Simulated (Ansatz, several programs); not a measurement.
An ordered 6-atom cell of Ga3Bi2As on the zincblende lattice (Imm2), relaxed with PBE in Ansatz (plane waves, PAW): the symmetry is Imm2 (No. 44, orthorhombic); a = 4.389 Å, b = 13.185 Å, c = 6.217 Å in the conventional setting, 29.98 Å³ an atom. As has 4 Ga at 2.50–2.58 Å; Ga has 2 As at 2.58 Å and 2 Bi at 2.78 Å; Bi has 4 Ga at 2.76–2.79 Å; Ga has 1 As at 2.50 Å and 3 Bi at 2.76–2.79 Å. The cell was then scaled with its shape and fractional coordinates held, which makes it stiffer than a relaxed compression. The cell comes from a prototype generator: it can be a known phase or a hypothetical one. Spin polarisation is off.

| V (Å³/atom) | E (meV/atom) |
| --- | --- |
| 28.179 | 15.83 |
| 29.078 | 3.73 |
| 29.978 | 0.00 |
| 31.776 | 12.61 |

Q: Pass a cubic E = c₀ + c₁u + c₂u² + c₃u³, with u = V − 29.753 Å³, through these points.

A: c₀ = 0.22, c₁ = -1.976, c₂ = 4.591, c₃ = -0.2898 (meV and Å³).

Q: Where is the minimum, and what bulk modulus follows?

A: dE/du = 0 at u = +0.220, so V₀ = 29.97 Å³. B = V₀ d²E/dV² = 29.97 × (2c₂ + 6c₃u) = 29.97 × 8.801 = 264 meV/Å³, and 1 meV/Å³ is 0.16022 GPa: 42 GPa. A third-order Birch-Murnaghan fit to all five points gives 29.98 Å³ and 42 GPa.

Q: Predict the energy and the pressure at the withheld volume, 30.877 Å³.

A: With u = +1.124: E ≈ 3.39 meV and P = −dE/dV ≈ -1.16 GPa. The run gives 3.33 meV and, from its stress, -1.15 GPa.
